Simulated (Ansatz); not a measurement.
# Cu+ with SiNH5: superposition error and deformation, part 2 of 2

Ansatz 0.2.0, Gaussian basis. Earlier steps stand in the parts before.

## (10) PBE0-D4/def2-TZVPPD

The input, free-b/in.yaml:

```yaml
crystal:
  periodic: [false, false, false]
  atoms:
    - {symbol: Si, position_ang: [-0.346155, 0.324161, 0.763497]}
    - {symbol: N, position_ang: [0.584033, -0.090931, -0.622595]}
    - {symbol: H, position_ang: [-1.635897, 0.893194, 0.294118]}
    - {symbol: H, position_ang: [-0.579226, -0.917655, 1.545234]}
    - {symbol: H, position_ang: [0.269155, 1.322729, 1.689102]}
    - {symbol: H, position_ang: [1.416106, -0.648433, -0.515177]}
    - {symbol: H, position_ang: [0.699625, 0.580819, -1.364273]}
basis:
  gaussian: {orbitals: "def2-TZVPPD.json"}
hamiltonian: {xc: pbe0, dispersion: d4}
output: {orbitals: {seedname: orbitals}}
```

Run with:

```console
$ ansatz run in.yaml --threads 4 --pin off --events-out ev --progress --plain --max-ram 9574MiB
```

The log of the run, cut to the lines that bear on the results:

```text
Functional definition: PBE0
  name "PBE0"
  cite "Adamo & Barone, J. Chem. Phys. 110, 6158 (1999) doi:10.1063/1.478522"
  cite "Perdew, Burke & Ernzerhof, Phys. Rev. Lett. 77, 3865 (1996) doi:10.1103/PhysRevLett.77.3865"
  parent pbe
  parameter a = 0.25
  parameter kappa = 0.804
  parameter beta = 0.06672455060314922
  exchange = (1 - a)*pbe_x(kappa = kappa, mu = beta*pi^2/3) + a*exact_x
  correlation = pbe_c(beta = beta)
796 factors; their error is unknown
mean field evaluation 1: about -9439.5943 eV, gradient 5.6e1 eV
mean field evaluation 2: about -9431.2957 eV, gradient 7.9e1 eV
mean field evaluation 4: about -9445.3209 eV, gradient 1.0e0 eV
mean field evaluation 8: about -9445.3434 eV, gradient 2.9e-1 eV
mean field -9445.34346292 eV, -347.1099699784 hartree, gradient 1.9e-5 eV, S^2 0.000000; 0 other end points of the search recorded, 0 dependent functions left out
reference -9445.34349284 eV, -347.1099710780 hartree; 13, 13 occupied and 157, 157 virtual orbitals, 796 factors
Total energy: -9445.41286333 eV, -347.1125203967 hartree
```

Run time: 0.8 s. Hardware: 4 threads of Arm Neoverse V2, shared host.

## (11) B3LYP-D4/def2-TZVPPD

free-b/in.yaml, as its differences from that of step 10:

```diff
@@ -12,3 +12,2 @@
   gaussian: {orbitals: "def2-TZVPPD.json"}
-hamiltonian: {xc: pbe0, dispersion: d4}
-output: {orbitals: {seedname: orbitals}}
+hamiltonian: {xc: {name: B3LYP}, dispersion: d4}
```

Run with:

```console
$ ansatz run in.yaml --threads 4 --pin off --events-out ev --progress --plain --max-ram 9574MiB
```

The log of the run:

```text
Functional definition: B3LYP
  name "B3LYP"
  cite "Stephens, Devlin, Chabalowski & Frisch, J. Phys. Chem. 98, 11623 (1994) doi:10.1021/j100096a001"
[... 2 set-up lines as earlier in the session ...]
  cite "Vosko, Wilk & Nusair, Can. J. Phys. 58, 1200 (1980) doi:10.1139/p80-159"
  parameter a0 = 0.2
  parameter ax = 0.72
  parameter ac = 0.81
  exchange = (1 - a0 - ax)*slater_x + ax*b88_x + a0*exact_x
  correlation = (1 - ac)*vwn_rpa_c + ac*lyp_c
789 factors; their error is unknown
mean field evaluation 1: about -9444.3746 eV, gradient 6.2e1 eV
mean field evaluation 2: about -9430.6982 eV, gradient 9.4e1 eV
mean field evaluation 4: about -9451.3746 eV, gradient 1.4e0 eV
mean field evaluation 8: about -9451.3913 eV, gradient 3.1e-2 eV
mean field -9451.39128783 eV, -347.3322234446 hartree, gradient 2.2e-5 eV, S^2 0.000000; 0 other end points of the search recorded, 0 dependent functions left out
reference -9451.39152524 eV, -347.3322321693 hartree; 13, 13 occupied and 157, 157 virtual orbitals, 789 factors
Total energy: -9451.52786110 eV, -347.3372424197 hartree
```

Run time: 0.9 s. Hardware: 4 threads of Arm Neoverse V2, shared host.

## (12) wB97X-V/def2-TZVPPD

free-b/in.yaml, as its differences from that of step 11:

```diff
@@ -12,2 +12,2 @@
   gaussian: {orbitals: "def2-TZVPPD.json"}
-hamiltonian: {xc: {name: B3LYP}, dispersion: d4}
+hamiltonian: {xc: {name: wB97X-V}}
```

Run with:

```console
$ ansatz run in.yaml --threads 4 --pin off --events-out ev --progress --plain --max-ram 9574MiB
```

The log of the run, cut to the lines that bear on the results:

```text
[... 5 set-up lines as earlier in the session ...]
[...]
      + integral(e_c_pw_opposite_spin*poly(b97_u_opposite, cos0, cos1)) + vv10(b, c)
789 factors; their error is unknown
239 factors; integrals over basis functions are off by at most 1.6e-5 eV
[...]
mean field -9448.83399859 eV, -347.2382447986 hartree, gradient 2.5e-5 eV, S^2 0.000000; 0 other end points of the search recorded, 0 dependent functions left out
reference -9448.83399657 eV, -347.2382447241 hartree; 13, 13 occupied and 157, 157 virtual orbitals, 789 factors
Total energy: -9448.83399657 eV, -347.2382447241 hartree
```

Wall time 2.2 s (4 threads of Arm Neoverse V2, shared host).

## (13) wB97M-V/def2-TZVPPD

free-b/in.yaml, as its differences from that of step 12:

```diff
@@ -12,2 +12,2 @@
   gaussian: {orbitals: "def2-TZVPPD.json"}
-hamiltonian: {xc: {name: wB97X-V}}
+hamiltonian: {xc: {name: wB97M-V}}
```

Run with:

```console
$ ansatz run in.yaml --threads 4 --pin off --events-out ev --progress --plain --max-ram 9574MiB
```

The log of the run, cut to the lines that bear on the results:

```text
[... 5 set-up lines as earlier in the session ...]
  # Of w^i u^j: cxij and so on, Table III.
[...]
  gx(w, u) = 1 - cx + cx01*u + cx10*w
  gss(w, u) = css00 + css04*u^4 + css10*w + css20*w^2 + css43*w^4*u^3
  gos(w, u) = cos00 + cos10*w + (cos20 + cos21*u)*w^2 + (cos60 + cos61*u)*w^6
[...]
      + integral(e_c_pw_mod_opposite_spin*gos(b97_w_opposite, b97_u_opposite)) + vv10(b, c)
784 factors; their error is unknown
239 factors; integrals over basis functions are off by at most 1.6e-5 eV
[...]
mean field -9449.02650543 eV, -347.2453192943 hartree, gradient 6.9e-5 eV, S^2 0.000000; 0 other end points of the search recorded, 0 dependent functions left out
reference -9449.02655660 eV, -347.2453211748 hartree; 13, 13 occupied and 157, 157 virtual orbitals, 784 factors
Total energy: -9449.02655660 eV, -347.2453211748 hartree
```

It took 2.7 s on 4 threads of Arm Neoverse V2, shared host.

## (14) B2PLYP/def2-TZVPPD

free-b/in.yaml, as its differences from that of step 13:

```diff
@@ -12,2 +12,2 @@
   gaussian: {orbitals: "def2-TZVPPD.json"}
-hamiltonian: {xc: {name: wB97M-V}}
+hamiltonian: {xc: {name: B2PLYP}}
```

Run with:

```console
$ ansatz run in.yaml --threads 4 --pin off --events-out ev --progress --plain --max-ram 9574MiB
```

The log of the run, cut to the lines that bear on the results:

```text
[... 5 set-up lines as earlier in the session ...]
[...]
949 factors; integrals over basis functions are off by at most 9.5e-4 eV
[...]
mean field -9442.87855700 eV, -347.0193863568 hartree, gradient 4.5e-6 eV, S^2 0.000000; 0 other end points of the search recorded, 0 dependent functions left out
6 core orbitals not correlated: weight in the atoms' cores, before any rotation towards them, 1.000 or more for the frozen orbitals, at most 0.000 for the correlated occupied ones
reference -9442.87870526 eV, -347.0193918052 hartree; 7, 7 occupied and 157, 157 virtual orbitals, 949 factors
second order -11.64816258 eV of doubles, -0.00000000 eV of singles
Total energy: -9446.02370915 eV, -347.1349685666 hartree
```

Run time: 1.3 s. Hardware: 4 threads of Arm Neoverse V2, shared host.

## (15) BLYP-D4/def2-TZVPPD

free-b/in.yaml, as its differences from that of step 14:

```diff
@@ -12,2 +12,2 @@
   gaussian: {orbitals: "def2-TZVPPD.json"}
-hamiltonian: {xc: {name: B2PLYP}}
+hamiltonian: {xc: {name: BLYP}, dispersion: d4}
```

Run with:

```console
$ ansatz run in.yaml --threads 4 --pin off --events-out ev --progress --plain --max-ram 9574MiB
```

The log of the run, cut to the lines that bear on the results:

```text
Functional definition: BLYP
  name "BLYP"
[... 2 set-up lines as earlier in the session ...]
  parameter beta = 0.0042
  parameter a = 0.04918
  parameter b = 0.132
  parameter c = 0.2533
  parameter d = 0.349
  exchange = b88_x(beta = beta)
  correlation = lyp_c(a = a, b = b, c = c, d = d)
779 factors; their error is unknown
mean field evaluation 1: about -9439.6988 eV, gradient 7.3e1 eV
mean field evaluation 2: about -9400.8834 eV, gradient 1.3e2 eV
mean field evaluation 4: about -9449.7339 eV, gradient 4.3e0 eV
mean field evaluation 8: about -9449.7762 eV, gradient 3.3e-1 eV
mean field -9449.77628620 eV, -347.2728732296 hartree, gradient 7.9e-5 eV, S^2 0.000000; 0 other end points of the search recorded, 0 dependent functions left out
reference -9449.77661436 eV, -347.2728852892 hartree; 13, 13 occupied and 157, 157 virtual orbitals, 779 factors
Total energy: -9449.96893397 eV, -347.2799529045 hartree
```

Wall time 0.75 s (4 threads of Arm Neoverse V2, shared host).

## (16) revPBE-D4/def2-TZVPPD

free-b/in.yaml, as its differences from that of step 15:

```diff
@@ -12,2 +12,2 @@
   gaussian: {orbitals: "def2-TZVPPD.json"}
-hamiltonian: {xc: {name: BLYP}, dispersion: d4}
+hamiltonian: {xc: {name: revPBE}, dispersion: d4}
```

Run with:

```console
$ ansatz run in.yaml --threads 4 --pin off --events-out ev --progress --plain --max-ram 9574MiB
```

The log of the run, cut to the lines that bear on the results:

```text
Functional definition: revPBE
  name "revPBE"
  cite "Zhang & Yang, Phys. Rev. Lett. 80, 890 (1998) doi:10.1103/PhysRevLett.80.890"
[... 1 set-up line as earlier in the session ...]
  parameter kappa = 1.245
[... 3 set-up lines as earlier in the session ...]
779 factors; their error is unknown
mean field evaluation 1: about -9439.7191 eV, gradient 6.8e1 eV
mean field evaluation 2: about -9407.5112 eV, gradient 1.2e2 eV
mean field evaluation 4: about -9448.3528 eV, gradient 3.6e0 eV
mean field evaluation 8: about -9448.3971 eV, gradient 4.7e-2 eV
mean field evaluation 16: about -9448.3796 eV, gradient 5.9e-5 eV
mean field -9448.37963165 eV, -347.2215471216 hartree, gradient 5.9e-5 eV, S^2 0.000000; 0 other end points of the search recorded, 0 dependent functions left out
reference -9448.37968451 eV, -347.2215490638 hartree; 13, 13 occupied and 157, 157 virtual orbitals, 779 factors
Total energy: -9448.66879036 eV, -347.2321735079 hartree
```

It took 0.65 s on 4 threads of Arm Neoverse V2, shared host.

## (17) B97M-V/def2-TZVPPD

free-b/in.yaml, as its differences from that of step 16:

```diff
@@ -12,2 +12,2 @@
   gaussian: {orbitals: "def2-TZVPPD.json"}
-hamiltonian: {xc: {name: revPBE}, dispersion: d4}
+hamiltonian: {xc: {name: B97M-V}}
```

Run with:

```console
$ ansatz run in.yaml --threads 4 --pin off --events-out ev --progress --plain --max-ram 9574MiB
```

The log of the run, cut to the lines that bear on the results:

```text
[... 5 set-up lines as earlier in the session ...]
  # Of w^i u^j: cxij and so on, Table III.
[...]
  gx(w, u) = cx00 + cx01*u + cx02*u^2 + (cx10 + cx11*u)*w
  gss(w, u) = css00 + css02*u^2 + css10*w + (css32*w^3 + css42*w^4)*u^2
  gos(w, u) = cos00 + cos01*u + cos03*u^3 + cos10*w + cos32*w^3*u^2
[...]
      + integral(e_c_pw_mod_opposite_spin*gos(b97_w_opposite, b97_u_opposite)) + vv10(b, c)
779 factors; their error is unknown
[...]
mean field -9448.26799495 eV, -347.2174445484 hartree, gradient 2.3e-5 eV, S^2 0.000000; 0 other end points of the search recorded, 0 dependent functions left out
reference -9448.26805562 eV, -347.2174467779 hartree; 13, 13 occupied and 157, 157 virtual orbitals, 779 factors
Total energy: -9448.26805562 eV, -347.2174467779 hartree
```

It took 2.4 s on 4 threads of Arm Neoverse V2, shared host.

## (18) HSE06-D4/def2-TZVPPD

free-b/in.yaml, as its differences from that of step 17:

```diff
@@ -12,2 +12,2 @@
   gaussian: {orbitals: "def2-TZVPPD.json"}
-hamiltonian: {xc: {name: B97M-V}}
+hamiltonian: {xc: hse06, dispersion: d4}
```

Run with:

```console
$ ansatz run in.yaml --threads 4 --pin off --events-out ev --progress --plain --max-ram 9574MiB
```

The log of the run, cut to the lines that bear on the results:

```text
Functional definition: HSE06
  name "HSE06"
  cite "Heyd, Scuseria & Ernzerhof, J. Chem. Phys. 118, 8207 (2003) doi:10.1063/1.1564060"
  cite "Krukau, Vydrov, Izmaylov & Scuseria, J. Chem. Phys. 125, 224106 (2006) doi:10.1063/1.2404663"
  cite "Heyd & Scuseria, J. Chem. Phys. 120, 7274 (2004) doi:10.1063/1.1668634"
  cite "Ernzerhof & Perdew, J. Chem. Phys. 109, 3313 (1998) doi:10.1063/1.476928"
[... 2 set-up lines as earlier in the session ...]
[...]
  # The whole range is PBE's own exchange, as in plane waves. The composition of these papers is wPBEh.
[...]
796 factors; their error is unknown
89 factors; integrals over basis functions are off by at most 3.0e-6 eV
[...]
mean field -9445.06904024 eV, -347.0998851312 hartree, gradient 1.4e-5 eV, S^2 0.000000; 0 other end points of the search recorded, 0 dependent functions left out
reference -9445.06908000 eV, -347.0998865921 hartree; 13, 13 occupied and 157, 157 virtual orbitals, 796 factors
Total energy: -9445.13301027 eV, -347.1022359862 hartree
```

It took 0.9 s on 4 threads of Arm Neoverse V2, shared host.

## (19) CCSD(T)/def2-TZVPPD

free-b/in.yaml, as its differences from that of step 18:

```diff
@@ -12,2 +12,2 @@
   gaussian: {orbitals: "def2-TZVPPD.json"}
-hamiltonian: {xc: hse06, dispersion: d4}
+correlation: {method: ccsd_t}
```

Run with:

```console
$ ansatz run in.yaml --threads 4 --pin off --events-out ev --progress --plain --max-ram 9574MiB
```

The log of the run, cut to the lines that bear on the results:

```text
[... 4 set-up lines as earlier in the session ...]
[...]
949 factors; integrals over basis functions are off by at most 9.5e-4 eV
[...]
mean field -9424.69525708 eV, -346.3511624096 hartree, gradient 1.1e-6 eV, S^2 0.000000; 0 other end points of the search recorded, 0 dependent functions left out
6 core orbitals not correlated: weight in the atoms' cores, before any rotation towards them, 1.000 or more for the frozen orbitals, at most 0.000 for the correlated occupied ones
reference -9424.69525708 eV, -346.3511624096 hartree; 7, 7 occupied and 157, 157 virtual orbitals, 949 factors
second order -9.63414074 eV of doubles, -0.00000000 eV of singles
cycle   1  -10.15157290 eV  change   -5.2e-1 eV  update   6.5e-2
[...]
cycle   9  -10.47033823 eV  change   -2.8e-6 eV  update   1.2e-5
perturbative correction -0.34219639 eV, -0.0125754853 hartree
Total energy: -9435.50779169 eV, -346.7485157278 hartree
```

Run time: 6 s. Hardware: 4 threads of Arm Neoverse V2, shared host; peak memory 1.4 GiB.

## (20) The split

```tsv
method	interaction with counterpoise (kJ/mol)	without	superposition error	deformation	binding energy
PBE-D4	-284.88	-287.21	2.32	14.03	-270.86
revPBE-D4	-267.13	-269.41	2.28	12.59	-254.53
BLYP-D4	-281.76	-284.26	2.51	13.68	-268.07
r2SCAN-D4	-282.71	-284.71	2.00	17.26	-265.45
B97M-V	-272.12	-273.92	1.80	18.91	-253.21
PBE0-D4	-256.97	-259.13	2.16	18.14	-238.83
B3LYP-D4	-261.90	-264.23	2.34	17.52	-244.38
HSE06-D4	-256.22	-258.35	2.13	18.02	-238.20
wB97X-V	-248.51	-250.61	2.10	18.08	-230.44
wB97M-V	-246.20	-248.22	2.01	17.68	-228.52
B2PLYP	-247.76	-251.85	4.10	17.33	-230.43
Hartree-Fock	-168.01	-169.97	1.96	23.45	-144.56
MP2	-236.02	-243.61	7.60	16.58	-219.43
CCSD	-217.17	-224.08	6.90	17.15	-200.02
CCSD(T)	-225.52	-233.76	8.25	15.76	-209.76
```

## (21) Outcome

The summary covers parts 1 to 2.

```
            quantity           value
interaction, CCSD(T)  -225.52 kJ/mol
 superposition error     8.25 kJ/mol
         deformation    15.76 kJ/mol
      binding energy  -209.76 kJ/mol
```

**Reading.** In this basis the superposition error is 8.25 kJ/mol for CCSD(T) and 2.17 kJ/mol on average for the plain functionals: correlated methods borrow far more, since they need many more functions to converge. Deformation takes back 7 % of the interaction.
